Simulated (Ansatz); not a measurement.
# Sn12H22 bond rod (Sn₁₁PH₂₂): geometry, orbitals and charge

Aim: characterise Sn12H22 bond rod (Sn₁₁PH₂₂) as a doublet: its structure, frontier levels and distribution of charge and spin.

The runs use Ansatz 0.2.0, Gaussian basis; UKS PBE0-D4/def2-TZVP.

The runs, in order: relaxation at PBE-D4/def2-SVP; a search for the lowest solution at PBE-D4/def2-SVP; a single point at PBE0-D4/def2-TZVP.

1 further run of the same task is left out (set aside as unsound or not needed).

## (1) The system as given

34 atoms, charge 0, spin multiplicity 2.

Atoms are counted from 1 here; the program's logs count them from 0.

Bond lengths: Sn1–Sn7 2.813 Å, Sn1–Sn9 2.756 Å, Sn1–H13 1.748 Å, Sn1–H14 1.713 Å, Sn2–Sn8 2.811 Å, Sn2–Sn10 2.810 Å, Sn2–H15 1.721 Å, Sn2–H16 1.709 Å, Sn3–Sn7 2.808 Å, Sn3–Sn11 2.813 Å, Sn3–H17 1.707 Å, Sn3–H18 1.724 Å, Sn4–Sn8 2.822 Å, Sn4–Sn12 2.832 Å, Sn4–H19 1.728 Å, Sn4–H20 1.736 Å, P5–Sn8 2.807 Å, P5–Sn9 2.810 Å and more. Angles: Sn7–Sn1–Sn9 110.3°, Sn7–Sn1–H13 108.2°, Sn7–Sn1–H14 108.6°, Sn9–Sn1–H13 109.6°, Sn9–Sn1–H14 110.8°, H13–Sn1–H14 109.3°, Sn8–Sn2–Sn10 108.8°, Sn8–Sn2–H15 108.5°, Sn8–Sn2–H16 108.8°, Sn10–Sn2–H15 109.9°, Sn10–Sn2–H16 110.0°, H15–Sn2–H16 110.8°, Sn7–Sn3–Sn11 110.4°, Sn7–Sn3–H17 109.7°, Sn7–Sn3–H18 108.9°, Sn11–Sn3–H17 109.5°, Sn11–Sn3–H18 108.8°, H17–Sn3–H18 109.5° and more.

Sn takes a core potential in the def2 sets. No spin-orbit coupling is included.

The start is a built from a lattice or polyhedron geometry.

## (2) Relaxation at PBE-D4/def2-SVP

The input, in.yaml:

```yaml
crystal:
  periodic: [false, false, false]
  atoms:
    - {symbol: Sn, position_ang: [-2.423100, 0.829000, -4.045900]}
    - {symbol: Sn, position_ang: [-2.447900, 0.830300, 2.445900]}
    - {symbol: Sn, position_ang: [0.808600, -2.419600, -4.045300]}
    - {symbol: Sn, position_ang: [0.821100, -2.427900, 2.447400]}
    - {symbol: P, position_ang: [0.805600, 0.814200, -0.813000]}
    - {symbol: Sn, position_ang: [0.825700, 0.817300, 5.679800]}
    - {symbol: Sn, position_ang: [-0.817500, -0.809700, -5.673200]}
    - {symbol: Sn, position_ang: [-0.810000, -0.786400, 0.831800]}
    - {symbol: Sn, position_ang: [-0.846500, 2.410800, -2.430900]}
    - {symbol: Sn, position_ang: [-0.812100, 2.442400, 4.064900]}
    - {symbol: Sn, position_ang: [2.471000, -0.822500, -2.434000]}
    - {symbol: Sn, position_ang: [2.469800, -0.796100, 4.071600]}
    - {symbol: H, position_ang: [-3.429100, -0.201100, -3.055300]}
    - {symbol: H, position_ang: [-3.419700, 1.791300, -5.054100]}
    - {symbol: H, position_ang: [-3.422400, -0.190500, 3.430800]}
    - {symbol: H, position_ang: [-3.419900, 1.810300, 1.438500]}
    - {symbol: H, position_ang: [-0.167500, -3.408000, -3.053000]}
    - {symbol: H, position_ang: [1.797500, -3.410400, -5.051400]}
    - {symbol: H, position_ang: [-0.163200, -3.437400, 3.445900]}
    - {symbol: H, position_ang: [1.809400, -3.440100, 1.441400]}
    - {symbol: H, position_ang: [1.625800, 1.629100, -0.012300]}
    - {symbol: H, position_ang: [-0.193000, -0.173400, 6.670200]}
    - {symbol: H, position_ang: [1.813300, 1.821100, 6.652500]}
    - {symbol: H, position_ang: [-1.795000, -1.780500, -6.670800]}
    - {symbol: H, position_ang: [0.175100, 0.198500, -6.662600]}
    - {symbol: H, position_ang: [-1.785400, -1.804000, -0.198600]}
    - {symbol: H, position_ang: [-1.800500, 3.425500, -1.423600]}
    - {symbol: H, position_ang: [0.190100, 3.407800, -3.439300]}
    - {symbol: H, position_ang: [-1.785600, 3.442400, 5.045100]}
    - {symbol: H, position_ang: [0.187200, 3.438900, 3.075700]}
    - {symbol: H, position_ang: [3.445400, -1.795000, -1.436700]}
    - {symbol: H, position_ang: [3.428300, 0.203100, -3.455100]}
    - {symbol: H, position_ang: [3.430100, -1.798400, 5.033300]}
    - {symbol: H, position_ang: [3.437200, 0.177500, 3.081600]}
basis:
  gaussian: {orbitals: def2-SVP, fitting: {mean_field: def2-universal-jkfit}}
magnetization: {spin_polarized: true, initial_magnetization: 1}
hamiltonian: {xc: pbe, dispersion: d4}
scf: {lower_state_search: "off"}
output: {orbitals: {seedname: orbitals}}
relax: {f_tol: 0.03, max_steps: 70}
```

Started as:

```bash
ansatz run in.yaml --threads 2 --pin off --events-out ev --progress --plain --max-ram 32768MiB --backend cuda --devices 0, --max-vram 18GiB
```

The runs that follow: Searching for the lowest solution, PBE-D4/def2-SVP; Single point, PBE0-D4/def2-TZVP.

**Question.** What will the summary of the whole plan be? Wanted: point group; commonest bond, hydrogen aside; HOMO, LUMO at PBE0-D4/def2-TZVP; ⟨S²⟩; dipole at PBE-D4/def2-SVP.

The runs gave:

```
                                         quantity                             value
                                      point group                                C1
                   commonest bond, hydrogen aside  Sn–Sn, 10 of mean length 2.818 Å
HOMO, LUMO at PBE0-D4/def2-TZVP (over both spins)                   -4.80, -3.09 eV
                                             ⟨S²⟩                             0.759
                        dipole at PBE-D4/def2-SVP                            2.20 D
```

In words: The molecule keeps its bonding pattern by the stored test; the atoms moved 0.62 Å (rms), and the angle Sn8–P5–Sn11 went from 110° to 156°. No usable vibrations, so a minimum isn't proven. The alpha HOMO lies nearest to Sn8 27 %; Sn11 17 % and the alpha LUMO to Sn1, Sn7 about 13 % each; H24, H27 about 7 % each (shares on a coarse grid); over both spins the LUMO of beta spin, not drawn, take the frontier's place. Whether this spin is the lowest isn't tested here. The point group is read from a loosely relaxed geometry; soft torsions can leave it below the true symmetry.
